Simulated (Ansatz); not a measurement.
# C2H6ClIn: one molecule under many settings

How do the results and run time of C2H6ClIn respond when the settings are drawn wide?

Computed with Ansatz 0.2.0, Gaussian basis. Level: the settings change from run to run.

### 1 The relaxed structure

An earlier PBE0-D4 in a triple-zeta def2 set relaxation fixed the geometry. In takes a core potential in def2 sets; no spin-orbit term is included.

SMILES `ClC[CH2][InH2]`, 10 atoms, charge 0, spin multiplicity 1.

Atoms are counted from 1 here; the program's logs count them from 0.

Bond lengths: Cl1–C2 1.831 Å, C2–C3 1.503 Å, C2–H5 1.089 Å, C2–H6 1.090 Å, C3–In4 2.192 Å, C3–H7 1.093 Å, C3–H8 1.091 Å, In4–H9 1.728 Å, In4–H10 1.723 Å. Angles: Cl1–C2–C3 110.0°, Cl1–C2–H5 104.3°, Cl1–C2–H6 104.1°, C3–C2–H5 112.6°, C3–C2–H6 115.6°, H5–C2–H6 109.3°, C2–C3–In4 104.7°, C2–C3–H7 109.9°, C2–C3–H8 111.2°, In4–C3–H7 113.1°, In4–C3–H8 109.4°, H7–C3–H8 108.5°, C3–In4–H9 117.3°, C3–In4–H10 119.7°, H9–In4–H10 122.9°.

### 2 wB97X-V/ANO-RCC-VTZP

Set apart from the defaults: relativity set to scalar.

Contents of in.yaml:

```yaml
crystal:
  periodic: [false, false, false]
  atoms:
    - {symbol: Cl, position_ang: [-1.525365, 0.266032, -1.299820]}
    - {symbol: C, position_ang: [-0.803891, -0.995777, -0.186200]}
    - {symbol: C, position_ang: [0.611188, -0.625763, 0.160337]}
    - {symbol: In, position_ang: [0.611911, 1.564727, 0.238603]}
    - {symbol: H, position_ang: [-1.461525, -0.996233, 0.681525]}
    - {symbol: H, position_ang: [-0.926032, -1.931727, -0.731864]}
    - {symbol: H, position_ang: [0.894654, -1.088973, 1.108324]}
    - {symbol: H, position_ang: [1.306533, -0.961545, -0.610308]}
    - {symbol: H, position_ang: [-0.300911, 2.312163, 1.500706]}
    - {symbol: H, position_ang: [1.593449, 2.457096, -0.861284]}
basis:
  gaussian: {orbitals: ANO-RCC-VTZP}
hamiltonian: {xc: {name: wB97X-V}, pseudopotentials: {relativity: scalar}}
```

Run with:

```sh
ansatz run in.yaml --threads 4 --pin off --events-out ev --progress --plain --max-ram 10444MiB
```

What it wrote:

```text
Functional definition: wB97X-V
  name "wB97X-V"
  cite "Mardirossian & Head-Gordon, Phys. Chem. Chem. Phys. 16, 9904 (2014) doi:10.1039/C3CP54374A"
  cite "Becke, J. Chem. Phys. 107, 8554 (1997) doi:10.1063/1.475007"
  cite "Vydrov & Van Voorhis, J. Chem. Phys. 133, 244103 (2010) doi:10.1063/1.3521275"
  parameter omega = 0.3/bohr
  parameter cx = 0.167
  parameter cx1 = 0.603
  parameter cx2 = 1.194
  parameter css0 = 0.556
  parameter css1 = -0.257
  parameter cos0 = 1.219
  parameter cos1 = -1.850
  parameter b = 6.0
  parameter c = 0.01
  exchange = spin_sum(e_x_unif_sr(omega)*poly(b97_u_x, 1 - cx, cx1, cx2)) + cx*exact_x_sr(omega) + exact_x_lr(omega)
  correlation = spin_sum(e_c_pw_same_spin*poly(b97_u_same, css0, css1))
      + integral(e_c_pw_opposite_spin*poly(b97_u_opposite, cos0, cos1)) + vv10(b, c)
1817 factors; their error is unknown
414 factors; integrals over basis functions are off by at most 6.9e-6 eV
mean field evaluation 1: about -174749.4168 eV, gradient 3.8e1 eV
mean field evaluation 2: about -174750.4760 eV, gradient 3.3e1 eV
mean field evaluation 4: about -174752.9018 eV, gradient 1.4e0 eV
mean field evaluation 8: about -174752.9879 eV, gradient 2.0e-1 eV
mean field evaluation 16: about -174752.9880 eV, gradient 4.6e-5 eV
mean field -174752.98799329 eV, -6422.0538569239 hartree, gradient 4.6e-5 eV, S^2 0.000000; 0 other end points of the search recorded, 0 dependent functions left out
reference -174752.98798918 eV, -6422.0538567728 hartree; 42, 42 occupied and 204, 204 virtual orbitals, 1817 factors
Total energy: -174752.98798918 eV, -6422.0538567728 hartree
Relativity: scalar
```

It took 22 s on 4 threads of Arm Neoverse V1, shared host; peak memory 1.1 GiB.

### 3 r2SCANh/x2c-TZVPPall

in.yaml: that of step 2 with these lines changed.

```diff
@@ -14,3 +14,4 @@
 basis:
-  gaussian: {orbitals: ANO-RCC-VTZP}
-hamiltonian: {xc: {name: wB97X-V}, pseudopotentials: {relativity: scalar}}
+  gaussian: {orbitals: x2c-TZVPPall}
+hamiltonian: {xc: {name: r2SCANh}}
+output: {forces: true}
```

Launched as before.

What it wrote, cut to the lines that bear on the results:

```text
Functional definition: r2SCANh
  name "r2SCANh"
  cite "Bursch, Neugebauer, Ehlert & Grimme, J. Chem. Phys. 156, 134105 (2022) doi:10.1063/5.0086040"
  cite "Furness, Kaplan, Ning, Perdew & Sun, J. Phys. Chem. Lett. 11, 8208 (2020) doi:10.1021/acs.jpclett.0c02405"
  cite "Furness, Kaplan, Ning, Perdew & Sun, J. Phys. Chem. Lett. 11, 9248 (2020) doi:10.1021/acs.jpclett.0c03077"
  parent r2scan
[...]
1641 factors; their error is unknown
[...]
mean field -174764.05550743 eV, -6422.4605805664 hartree, gradient 4.3e-5 eV, S^2 0.000000; 0 other end points of the search recorded, 0 dependent functions left out
[...]
reference -174764.05552048 eV, -6422.4605810463 hartree; 42, 42 occupied and 206, 206 virtual orbitals, 1641 factors
Total energy: -174764.05552048 eV, -6422.4605810463 hartree
Relativity: scalar
Atom 0 at    -1.525365     0.266032    -1.299820 Å, force    -0.062286     0.153365    -0.118953 eV/Å
Atom 1 at    -0.803891    -0.995777    -0.186200 Å, force     0.028644    -0.215895     0.178556 eV/Å
Atom 2 at     0.611188    -0.625763     0.160337 Å, force     0.107468    -0.084706     0.015389 eV/Å
Atom 3 at     0.611911     1.564727     0.238603 Å, force    -0.039803     0.047901    -0.016547 eV/Å
Atom 4 at    -1.461525    -0.996233     0.681525 Å, force     0.049384     0.008384    -0.071363 eV/Å
Atom 5 at    -0.926032    -1.931727    -0.731864 Å, force     0.002537     0.079046     0.029709 eV/Å
Atom 6 at     0.894654    -1.088973     1.108324 Å, force    -0.028112     0.020341    -0.069248 eV/Å
Atom 7 at     1.306533    -0.961545    -0.610308 Å, force    -0.056259     0.015196     0.051991 eV/Å
Atom 8 at    -0.300911     2.312163     1.500706 Å, force     0.009653    -0.009831    -0.011508 eV/Å
Atom 9 at     1.593449     2.457096    -0.861284 Å, force    -0.011226    -0.013802     0.011974 eV/Å
Dipole moment:     0.079021    -0.422930     0.160162 e Å
```

It took 12 s on 4 threads of Arm Neoverse V1, shared host; peak memory 0.92 GiB.

Largest force 0.282 eV/Å, dipole 2.21 D.

### 4 RPA/def2-SVPD

This run has correlated electrons set to outside_noble_gas.

in.yaml: that of step 3 with these lines changed.

```diff
@@ -14,4 +14,4 @@
 basis:
-  gaussian: {orbitals: x2c-TZVPPall}
-hamiltonian: {xc: {name: r2SCANh}}
-output: {forces: true}
+  gaussian: {orbitals: def2-SVPD}
+hamiltonian: {xc: {name: PBE0}}
+correlation: {method: rpa, electrons: outside_noble_gas}
```

Launched as before.

What it wrote, cut to the lines that bear on the results:

```text
Functional definition: PBE0
  name "PBE0"
  cite "Adamo & Barone, J. Chem. Phys. 110, 6158 (1999) doi:10.1063/1.478522"
  cite "Perdew, Burke & Ernzerhof, Phys. Rev. Lett. 77, 3865 (1996) doi:10.1103/PhysRevLett.77.3865"
  parent pbe
[...]
1549 factors; integrals over basis functions are off by at most 1.1e-3 eV
[...]
mean field -19855.52966161 eV, -729.6772565028 hartree, gradient 5.2e-6 eV, S^2 0.000000; 0 other end points of the search recorded, 0 dependent functions left out
16 core orbitals not correlated, not the lowest: weight in the atoms' cores, before any rotation towards them, 0.730 or more for the frozen orbitals, at most 0.329 for the correlated occupied ones
reference -19801.18242163 eV, -727.6800322716 hartree; 12, 12 occupied and 119, 119 virtual orbitals, 1549 factors
Total energy: -19822.82234637 eV, -728.4752848374 hartree
```

Wall time 4 s (4 threads of Arm Neoverse V1, shared host).

### 5 B97M-V/def2-TZVPD

This run has charge +1, multiplicity 2.

in.yaml: that of step 4 with these lines changed.

```diff
@@ -14,4 +14,5 @@
 basis:
-  gaussian: {orbitals: def2-SVPD}
-hamiltonian: {xc: {name: PBE0}}
-correlation: {method: rpa, electrons: outside_noble_gas}
+  gaussian: {orbitals: def2-TZVPD}
+total_charge: 1
+magnetization: {spin_polarized: true, initial_magnetization: 1}
+hamiltonian: {xc: {name: B97M-V}}
```

Same command.

What it wrote, cut to the lines that bear on the results:

```text
Functional definition: B97M-V
  name "B97M-V"
  cite "Mardirossian & Head-Gordon, J. Chem. Phys. 142, 074111 (2015) doi:10.1063/1.4907719"
  cite "Becke, J. Chem. Phys. 107, 8554 (1997) doi:10.1063/1.475007"
  cite "Vydrov & Van Voorhis, J. Chem. Phys. 133, 244103 (2010) doi:10.1063/1.3521275"
  # Of w^i u^j: cxij and so on, Table III.
[...]
  gx(w, u) = cx00 + cx01*u + cx02*u^2 + (cx10 + cx11*u)*w
  gss(w, u) = css00 + css02*u^2 + css10*w + (css32*w^3 + css42*w^4)*u^2
  gos(w, u) = cos00 + cos01*u + cos03*u^3 + cos10*w + cos32*w^3*u^2
[...]
      + integral(e_c_pw_mod_opposite_spin*gos(b97_w_opposite, b97_u_opposite)) + vv10(b, c)
1365 factors; their error is unknown
[...]
mean field -19856.71631826 eV, -729.7208653303 hartree, gradient 3.3e-5 eV, S^2 0.754440; 5 other end points of the search recorded, 0 dependent functions left out
reference -19856.71640344 eV, -729.7208684606 hartree; 28, 27 occupied and 202, 203 virtual orbitals, 1365 factors
Total energy: -19856.71640344 eV, -729.7208684606 hartree
```

Wall time 35 s (4 threads of Arm Neoverse V1, shared host); peak memory 0.71 GiB.

⟨S²⟩ 0.754.

### 6 B2GP-PLYP/ANO-RCC-VTZP

Options: unrestricted orbitals.

in.yaml: that of step 5 with these lines changed.

```diff
@@ -14,5 +14,5 @@
 basis:
-  gaussian: {orbitals: def2-TZVPD}
-total_charge: 1
-magnetization: {spin_polarized: true, initial_magnetization: 1}
-hamiltonian: {xc: {name: B97M-V}}
+  gaussian: {orbitals: ANO-RCC-VTZP}
+magnetization: {spin_polarized: true, initial_magnetization: 0}
+hamiltonian: {xc: {name: B2GP-PLYP}}
+output: {forces: true}
```

The command is unchanged.

What it wrote, cut to the lines that bear on the results:

```text
Functional definition: B2GP-PLYP
  name "B2GP-PLYP"
  cite "Karton, Tarnopolsky, Lamère, Schatz & Martin, J. Phys. Chem. A 112, 12868 (2008) doi:10.1021/jp801805p"
  cite "Becke, Phys. Rev. A 38, 3098 (1988) doi:10.1103/PhysRevA.38.3098"
  cite "Lee, Yang & Parr, Phys. Rev. B 37, 785 (1988) doi:10.1103/PhysRevB.37.785"
[...]
1599 factors; integrals over basis functions are off by at most 1.1e-3 eV
[...]
mean field -174722.30546312 eV, -6420.9262947376 hartree, gradient 3.7e-6 eV, S^2 0.000000; 0 other end points of the search recorded, 0 dependent functions left out
25 core orbitals not correlated: weight in the atoms' cores, before any rotation towards them, 1.000 or more for the frozen orbitals, at most 0.000 for the correlated occupied ones
reference -174722.30562808 eV, -6420.9263007997 hartree; 17, 17 occupied and 204, 204 virtual orbitals, 1599 factors
[...]
Relativity: scalar
Atom 0 at    -1.525365     0.266032    -1.299820 Å, force    -0.081744     0.089057    -0.124229 eV/Å
Atom 1 at    -0.803891    -0.995777    -0.186200 Å, force    -0.205783    -0.331966     0.119758 eV/Å
Atom 2 at     0.611188    -0.625763     0.160337 Å, force     0.253378    -0.036215     0.045174 eV/Å
Atom 3 at     0.611911     1.564727     0.238603 Å, force     0.053862     0.128762     0.044670 eV/Å
Atom 4 at    -1.461525    -0.996233     0.681525 Å, force     0.113973     0.003595    -0.140269 eV/Å
Atom 5 at    -0.926032    -1.931727    -0.731864 Å, force     0.025040     0.159366     0.097083 eV/Å
Atom 6 at     0.894654    -1.088973     1.108324 Å, force    -0.043243     0.057363    -0.136135 eV/Å
Atom 7 at     1.306533    -0.961545    -0.610308 Å, force    -0.105590     0.044195     0.107310 eV/Å
Atom 8 at    -0.300911     2.312163     1.500706 Å, force     0.068803    -0.052428    -0.097423 eV/Å
Atom 9 at     1.593449     2.457096    -0.861284 Å, force    -0.078695    -0.061730     0.084060 eV/Å
Dipole moment:     0.090018    -0.404574     0.169494 e Å
```

Wall time 67 s (4 threads of Arm Neoverse V1, shared host); peak memory 1.5 GiB.

Largest force 0.409 eV/Å, dipole 2.15 D, ⟨S²⟩ 0.000.

### 7 wB97X-V/def2-TZVPD

Options: charge -1, multiplicity 2, finite nuclei.

in.yaml: that of step 6 with these lines changed.

```diff
@@ -14,5 +14,5 @@
 basis:
-  gaussian: {orbitals: ANO-RCC-VTZP}
-magnetization: {spin_polarized: true, initial_magnetization: 0}
-hamiltonian: {xc: {name: B2GP-PLYP}}
-output: {forces: true}
+  gaussian: {orbitals: def2-TZVPD, nuclear_model: gaussian}
+total_charge: -1
+magnetization: {spin_polarized: true, initial_magnetization: 1}
+hamiltonian: {xc: {name: wB97X-V}}
```

Launched as before.

What it wrote, cut to the lines that bear on the results:

```text
Functional definition: wB97X-V
  name "wB97X-V"
  cite "Mardirossian & Head-Gordon, Phys. Chem. Chem. Phys. 16, 9904 (2014) doi:10.1039/C3CP54374A"
  cite "Becke, J. Chem. Phys. 107, 8554 (1997) doi:10.1063/1.475007"
  cite "Vydrov & Van Voorhis, J. Chem. Phys. 133, 244103 (2010) doi:10.1063/1.3521275"
[...]
      + integral(e_c_pw_opposite_spin*poly(b97_u_opposite, cos0, cos1)) + vv10(b, c)
1436 factors; their error is unknown
493 factors; integrals over basis functions are off by at most 2.6e-5 eV
[...]
mean field -19865.53988536 eV, -730.0451254403 hartree, gradient 3.9e-5 eV, S^2 0.752102; 6 other end points of the search recorded, 0 dependent functions left out
reference -19865.53988794 eV, -730.0451255354 hartree; 29, 28 occupied and 201, 202 virtual orbitals, 1436 factors
Total energy: -19865.53988794 eV, -730.0451255354 hartree
```

It took 35 s on 4 threads of Arm Neoverse V1, shared host; peak memory 1.2 GiB.

⟨S²⟩ 0.752.

### 8 B2PLYP/def2-TZVP

Options: density fitting with def2-universal-jkfit.

in.yaml: that of step 7 with these lines changed.

```diff
@@ -14,5 +14,4 @@
 basis:
-  gaussian: {orbitals: def2-TZVPD, nuclear_model: gaussian}
-total_charge: -1
-magnetization: {spin_polarized: true, initial_magnetization: 1}
-hamiltonian: {xc: {name: wB97X-V}}
+  gaussian: {orbitals: def2-TZVP, fitting: {mean_field: def2-universal-jkfit}}
+hamiltonian: {xc: {name: B2PLYP}}
+output: {forces: true}
```

Same command.

What it wrote, cut to the lines that bear on the results:

```text
Functional definition: B2PLYP
  name "B2PLYP"
  cite "Grimme, J. Chem. Phys. 124, 034108 (2006) doi:10.1063/1.2148954"
  cite "Becke, Phys. Rev. A 38, 3098 (1988) doi:10.1103/PhysRevA.38.3098"
  cite "Lee, Yang & Parr, Phys. Rev. B 37, 785 (1988) doi:10.1103/PhysRevB.37.785"
[...]
604 factors; integrals over basis functions are off by at most 6.5e-1 eV
[...]
mean field -19849.86782947 eV, -729.4691880095 hartree, gradient 4.6e-6 eV, S^2 0.000000; 0 other end points of the search recorded, 0 dependent functions left out
11 core orbitals not correlated: weight in the atoms' cores, before any rotation towards them, 1.000 or more for the frozen orbitals, at most 0.000 for the correlated occupied ones
reference -19849.86802431 eV, -729.4691951695 hartree; 17, 17 occupied and 157, 157 virtual orbitals, 604 factors
second order -26.99652112 eV of doubles, -0.00000000 eV of singles
[...]
Atom 0 at    -1.525365     0.266032    -1.299820 Å, force    -0.136165     0.159271    -0.191606 eV/Å
Atom 1 at    -0.803891    -0.995777    -0.186200 Å, force    -0.153289    -0.294767     0.121050 eV/Å
Atom 2 at     0.611188    -0.625763     0.160337 Å, force     0.220956    -0.066840     0.052810 eV/Å
Atom 3 at     0.611911     1.564727     0.238603 Å, force     0.046787     0.134481     0.035236 eV/Å
Atom 4 at    -1.461525    -0.996233     0.681525 Å, force     0.053156    -0.010141    -0.056078 eV/Å
Atom 5 at    -0.926032    -1.931727    -0.731864 Å, force     0.014750     0.060564     0.050028 eV/Å
Atom 6 at     0.894654    -1.088973     1.108324 Å, force    -0.011088     0.013236    -0.051061 eV/Å
Atom 7 at     1.306533    -0.961545    -0.610308 Å, force    -0.035758     0.011617     0.041313 eV/Å
Atom 8 at    -0.300911     2.312163     1.500706 Å, force     0.016407    -0.003278    -0.018608 eV/Å
Atom 9 at     1.593449     2.457096    -0.861284 Å, force    -0.015756    -0.004143     0.016917 eV/Å
Dipole moment:     0.077516    -0.413900     0.159446 e Å
```

Run time: 7 s. Hardware: 4 threads of Arm Neoverse V1, shared host.

Largest force 0.354 eV/Å, dipole 2.16 D.

### 9 wB97M-V/def2-mTZVPP

This run has the search for lower states set to off.

in.yaml: that of step 8 with these lines changed.

```diff
@@ -14,4 +14,5 @@
 basis:
-  gaussian: {orbitals: def2-TZVP, fitting: {mean_field: def2-universal-jkfit}}
-hamiltonian: {xc: {name: B2PLYP}}
+  gaussian: {orbitals: def2-mTZVPP}
+hamiltonian: {xc: {name: wB97M-V}}
+scf: {lower_state_search: off}
 output: {forces: true}
```

The command is unchanged.

What it wrote, cut to the lines that bear on the results:

```text
Functional definition: wB97M-V
  name "wB97M-V"
  cite "Mardirossian & Head-Gordon, J. Chem. Phys. 144, 214110 (2016) doi:10.1063/1.4952647"
  cite "Becke, J. Chem. Phys. 107, 8554 (1997) doi:10.1063/1.475007"
  cite "Vydrov & Van Voorhis, J. Chem. Phys. 133, 244103 (2010) doi:10.1063/1.3521275"
  # Of w^i u^j: cxij and so on, Table III.
[...]
  gx(w, u) = 1 - cx + cx01*u + cx10*w
  gss(w, u) = css00 + css04*u^4 + css10*w + css20*w^2 + css43*w^4*u^3
  gos(w, u) = cos00 + cos10*w + (cos20 + cos21*u)*w^2 + (cos60 + cos61*u)*w^6
[...]
      + integral(e_c_pw_mod_opposite_spin*gos(b97_w_opposite, b97_u_opposite)) + vv10(b, c)
[...]
1318 factors; integrals over basis functions are off by at most 8.8e-4 eV
309 factors; integrals over basis functions are off by at most 7.5e-6 eV
[...]
Atom 1 at    -0.803891    -0.995777    -0.186200 Å, force    -0.136358    -0.338347     0.123973 eV/Å
Atom 2 at     0.611188    -0.625763     0.160337 Å, force     0.238586     0.100813     0.058532 eV/Å
Atom 3 at     0.611911     1.564727     0.238603 Å, force     0.025856     0.110914     0.037851 eV/Å
Atom 4 at    -1.461525    -0.996233     0.681525 Å, force     0.033576    -0.014152    -0.018839 eV/Å
Atom 5 at    -0.926032    -1.931727    -0.731864 Å, force     0.021230     0.030352     0.049105 eV/Å
Atom 6 at     0.894654    -1.088973     1.108324 Å, force    -0.009795    -0.011417    -0.039328 eV/Å
Atom 7 at     1.306533    -0.961545    -0.610308 Å, force    -0.027815    -0.030758     0.021861 eV/Å
Atom 8 at    -0.300911     2.312163     1.500706 Å, force     0.043241    -0.035248    -0.064261 eV/Å
Atom 9 at     1.593449     2.457096    -0.861284 Å, force    -0.047105    -0.042075     0.051584 eV/Å
Dipole moment:     0.087034    -0.388961     0.171926 e Å
Checks for a lower state left out: stability, starts, cluster_reference, orbital_swaps, neighbouring_geometries, increment
```

It took 6 s on 4 threads of Arm Neoverse V1, shared host.

Largest force 0.385 eV/Å, dipole 2.08 D.

### 10 The runs in one table

```csv
level,charge,multiplicity,geometry,functions,energy (eV),time
wB97X-V/ANO-RCC-VTZP,0,1,relaxed,246,-174752.988,22 s
r2SCANh/x2c-TZVPPall,0,1,relaxed,248,-174764.056,12 s
RPA/def2-SVPD,0,1,relaxed,147,-19822.822,4 s
B97M-V/def2-TZVPD,1,2,relaxed,230,-19856.716,35 s
B2GP-PLYP/ANO-RCC-VTZP,0,1,relaxed,246,-174733.983,67 s
wB97X-V/def2-TZVPD,-1,2,relaxed,230,-19865.540,35 s
B2PLYP/def2-TZVP,0,1,relaxed,185,-19857.157,7 s
wB97M-V/def2-mTZVPP,0,1,relaxed,131,-19865.180,6 s
```

### 11 Summary of results

```
                                         quantity                         value
                                             runs                             8
                                         quickest            RPA/def2-SVPD, 4 s
                                          slowest  B2GP-PLYP/ANO-RCC-VTZP, 67 s
spread of total energies, same state and geometry                   154941.2 eV
                  dipole, same state and geometry                2.08 to 2.21 D
```

**Reading.** B2GP-PLYP/ANO-RCC-VTZP took 17 times as long as RPA/def2-SVPD. The jobs differ in tasks and options as well as level. Total energies at one charge and spin differ by 154941 eV between levels, so only differences within one level mean anything. Some of these runs are scalar-relativistic and others not, which shifts the totals of all-electron atoms past neon by eV; core potentials, where a basis has them, take the core out of the total altogether. At the PBE0-D4/def2-TZVP geometry and in the same state, runs without warnings or point charges leave forces up to 0.41 eV/Å (B2GP-PLYP/ANO-RCC-VTZP). At that geometry and state the dipole changes by 6 % between the lowest and highest value.
